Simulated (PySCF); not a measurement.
**The bond of Tl2, level by level**

The task here is to estimate one member of a computed series from the others.

The runs use PySCF 2.14.0; Tl def2-SVP with ECP60, scalar-relativistic core potentials.

The first run:

The job is set up so:

```json
{
 "atoms": "Tl, Tl",
 "charge": "0",
 "basis": "Tl def2-SVP with ECP60",
 "Hamiltonian": "scalar-relativistic core potentials",
 "basis functions": "52",
 "electrons treated": "42",
 "masses in u": "204.9744, 204.9744",
 "levels": "PBE0, PBE, r²SCAN, BHandHLYP, B2PLYP, B3LYP, CAM-B3LYP, HF, MP2, SCS-MP2, CCSD, CCSD(T)",
 "grid": "80 radial by 434 angular points",
 "occupations": "held fixed by the projection of orbital angular momentum",
 "dissociation limit": "Tl + Tl, each in its ground configuration",
 "starting distance in angstrom": "2.860",
 "values of 2S to try": "0, 2"
}
```

Launch:

```
OMP_NUM_THREADS=1 python dia.py task.json out
```

Steps of the session up to this table: The job; First curve: PBE0; Excited determinants; PBE (GGA); r²SCAN; BHandHLYP (global hybrid GGA); B2PLYP (double hybrid); B3LYP; CAM-B3LYP; UHF; Correlated methods on the Hartree–Fock reference.

One of the session's tables, all rows but one given; the rest of the session is left out.

Energy (eV) from each level's lowest point:

| R (Å) | UHF | UHF-MP2 | UHF-SCS-MP2 | UHF-CCSD | UHF-CCSD(T) |
| --- | --- | --- | --- | --- | --- |
| 2.710 | 0.486 | 0.381 | 0.398 | n/a | n/a |
| 2.836 | 0.224 | 0.151 | 0.162 | 0.189 | 0.188 |
| 2.962 | 0.078 | 0.037 | 0.042 | 0.058 | 0.058 |
| 3.057 | ? | ? | ? | ? | ? |
| 3.151 | 0.000 | 0.000 | 0.000 | 0.000 | 0.000 |
| 3.245 | 0.003 | 0.021 | 0.019 | 0.011 | 0.010 |
| 3.372 | 0.035 | 0.075 | 0.072 | 0.051 | 0.049 |
| 3.529 | 0.106 | 0.170 | 0.166 | 0.129 | 0.124 |
| 3.718 | 0.222 | 0.305 | 0.303 | 0.245 | 0.234 |
| 3.970 | 0.400 | 0.499 | 0.502 | n/a | n/a |

Q: Estimate the row for R (Å) = 3.057 from the others.

Worked estimate for «UHF». A straight line through the neighbours (2.962, 0.078) and (3.151, 0.000) gives 0.078 + (0.000 − 0.078) × (3.057 − 2.962) / (3.151 − 2.962) = 0.039; a parabola fitted to 4 rows on both sides gives 0.020.

As computed: UHF: 0.023; UHF-MP2: 0.002; UHF-SCS-MP2: 0.005; UHF-CCSD: 0.013; UHF-CCSD(T): 0.013. In «UHF» the line misses by +0.016 and the parabola by -0.003.
